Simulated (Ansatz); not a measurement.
I need a comparison of functionals at one structure of Li₃Pb, space group Fm-3m. Use the Python package of Ansatz (0.2.0). Use (first run): PBEsol, PAW, cutoff 272 eV, 6×6×6 k-points, Methfessel-Paxton smearing of 0.1 eV. The script varies functional: pbesol, blyp, lda.

```
Li Pb
1.0
     0.00000    3.34350    3.34350
     3.34350    0.00000    3.34350
     3.34350    3.34350    0.00000
Li Pb
3 1
Direct
  0.50000 0.50000 0.50000
  0.25000 0.25000 0.25000
  0.75000 0.75000 0.75000
  0.00000 0.00000 0.00000
```

`run_xc.py`:
```python
import ansatz as az
from tabulate import tabulate

TOLERANCE = 1e-05
MAX_SCF = 200
OCCUPATIONS = "Methfessel-Paxton"

lattice = az.Lattice.of(
    [0.0, 3.3435, 3.3435],
    [3.3435, 0.0, 3.3435],
    [3.3435, 3.3435, 0.0],
)
sites = [
    ("Li", [0.5, 0.5, 0.5]),
    ("Li", [0.25, 0.25, 0.25]),
    ("Li", [0.75, 0.75, 0.75]),
    ("Pb", [0.0, 0.0, 0.0]),
]
xtal = az.Crystal(lattice=lattice)
for symbol, position in sites:
    xtal = xtal.atom(symbol, position)

calculation = (
    xtal.calculation()
    .kpoints(6, center="monkhorst-pack")
    .pseudopotentials("paw")
    .basis(10 * az.Ha, density_ratio=6)
    .scf(tolerance=TOLERANCE, max_iterations=MAX_SCF)
    .occupations(OCCUPATIONS)
    .stress()
)

rows = []
for value in ["pbesol", "blyp", "lda"]:
    data = calculation.functional(value).run(threads=1).report
    rows.append((value, data["free_energy_ev"] / len(data["lattice"]["sites"]), data["n_iterations"], sum(data["stress_gpa"][i][i] for i in range(3)) / 3, data["n_kpoints"]))

print(tabulate(rows, headers=["functional", "F/atom (eV)", "iterations", "P (GPa)", "k-points"], floatfmt=".4f", tablefmt="github"))
```

Running `python run_xc.py` prints:
```text
DeckWarning: basis.ecutwfc = 272.11386245988 eV is below the records' recommended 420 eV, and the density's cutoff is lower with it unless basis.ecutrho_ratio is high enough to keep the records' density cutoff: compare with a run at a higher cutoff
DeckWarning: basis.ecutrho_ratio = 6 (ecutrho = 1632.68317475928 eV) is below the records' recommended 1680 eV
DeckWarning: crystal.symmetry: narrowed to the stabiliser of the k-point mesh — unitary ops 48 → 12; excluded 36 operations that carry a point of the 6×6×6 mesh (shift [0.5, 0.5, 0.5]) off the mesh (the run samples exactly the mesh kpoints.mp_grid names, as [...]
DeckWarning: output.stress: scf.convergence.dr2_threshold = 1e-5 eV is looser than the 4e-10 eV advised for a printed stress (1e-10 eV for each atom of the cell: 4). What an SCF threshold leaves in a stress goes as its square root, and in the free energy as [...]
| functional   |   F/atom (eV) |   iterations |   P (GPa) |   k-points |
|--------------|---------------|--------------|-----------|------------|
| pbesol       |    -3091.2620 |            5 |   -0.7907 |         28 |
| blyp         |    -3137.6738 |            5 |    0.8248 |         28 |
| lda          |    -3052.1388 |            5 |   -2.3314 |         28 |
```
(Warnings from the package without file and line, shortened.)

Reading the output:
- The cutoff lies under the one recommended for these potentials.
- Under the recommended cutoff a pressure can be off by several GPa, even in sign.
- BLYP can be off by several per cent in the lattices of metals, and by several GPa in the pressure at a fixed cell.
- For a metal this k-point mesh is coarse: on a finer one energies can move by several to tens of meV an atom and pressures by half a GPa or more, differences at one mesh by less.
- Pressure is positive in compression.
- Spin-orbit coupling, which matters for elements this heavy, is left out.
- The structure is a deposited one; some such entries were measured under pressure or heat, so a shift against it needn't be the functional's error alone.
- Total energies of different functionals can't be compared; pressures, moments and gaps at this one structure can.
- Timing: 3.1 s on 1 thread of AMD EPYC 7R43 64-Core Processor (Zen 3), with other jobs on the host, peak memory 0.41 GiB.

(Lines on the test bed's own set-up are left out of the output.)
